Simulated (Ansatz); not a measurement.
# H9NSi2Sn: the cost of one run

Method: RKS PBE-D4/def2-SVP, in Ansatz 0.2.0.

### Step 1. Starting point

Bond lengths: Si1–N2 1.756 Å, N2–Sn3 2.044 Å, Sn3–Si4 2.492 Å, Si1–H5 1.520 Å, Si1–H6 1.478 Å, Si1–H7 1.431 Å, N2–H8 1.067 Å, Sn3–H9 1.760 Å, Sn3–H10 1.790 Å, Si4–H11 1.437 Å, Si4–H12 1.519 Å, Si4–H13 1.386 Å. Angles (14 of 21 angles, heavy atoms first): Si1–N2–Sn3 104.7°, N2–Sn3–Si4 111.7°, Si1–N2–H8 110.6°, Sn3–N2–H8 105.5°, N2–Si1–H5 108.2°, N2–Si1–H6 110.6°, N2–Si1–H7 112.0°, N2–Sn3–H9 109.3°, N2–Sn3–H10 108.6°, Si4–Sn3–H9 112.4°, Si4–Sn3–H10 107.8°, Sn3–Si4–H11 109.8°, Sn3–Si4–H12 105.8°, Sn3–Si4–H13 113.3°.

Structure file:

```xyz
13

Si   -1.6952    0.5188    1.0821
N    -0.0837    1.2092    1.1873
Sn    1.1647   -0.2913    0.5817
Si    0.9796   -0.7134   -1.8678
H    -2.6988    1.5947    1.4622
H    -2.0263    0.1833   -0.3188
H    -1.8564   -0.6003    1.9592
H     0.0377    1.9892    0.4696
H     0.8434   -1.7351    1.5361
H     2.8523    0.1967    0.9264
H     1.1478    0.5182   -2.5886
H    -0.4501   -1.1705   -2.1028
H     1.8056   -1.7343   -2.3118
```

### Step 2. End point A

Input file input.yaml:

```yaml
crystal:
  periodic: [false, false, false]
  atoms:
    - { symbol: Si, position_ang: [-1.6952, 0.5188, 1.0821] }
    - { symbol: "N", position_ang: [-0.0837, 1.2092, 1.1873] }
    - { symbol: Sn, position_ang: [1.1647, -0.2913, 0.5817] }
    - { symbol: Si, position_ang: [0.9796, -0.7134, -1.8678] }
    - { symbol: H, position_ang: [-2.6988, 1.5947, 1.4622] }
    - { symbol: H, position_ang: [-2.0263, 0.1833, -0.3188] }
    - { symbol: H, position_ang: [-1.8564, -0.6003, 1.9592] }
    - { symbol: H, position_ang: [0.0377, 1.9892, 0.4696] }
    - { symbol: H, position_ang: [0.8434, -1.7351, 1.5361] }
    - { symbol: H, position_ang: [2.8523, 0.1967, 0.9264] }
    - { symbol: H, position_ang: [1.1478, 0.5182, -2.5886] }
    - { symbol: H, position_ang: [-0.4501, -1.1705, -2.1028] }
    - { symbol: H, position_ang: [1.8056, -1.7343, -2.3118] }
basis:
  gaussian: { orbitals: def2-SVP }
hamiltonian:
  xc: pbe
  dispersion: d4
relax:
  f_tol: 0.02
  max_steps: 50
output:
  orbitals: {}
```

Run with:

```bash
$ ansatz run input.yaml --threads 2 --pin off --max-ram 3072MiB --backend cpu --events-out ev --progress --plain --runs-dir out
```

What time and memory should one allow on 2 threads of Arm Neoverse V2, shared host?

About 47 s, with a peak of 0.17 GiB.
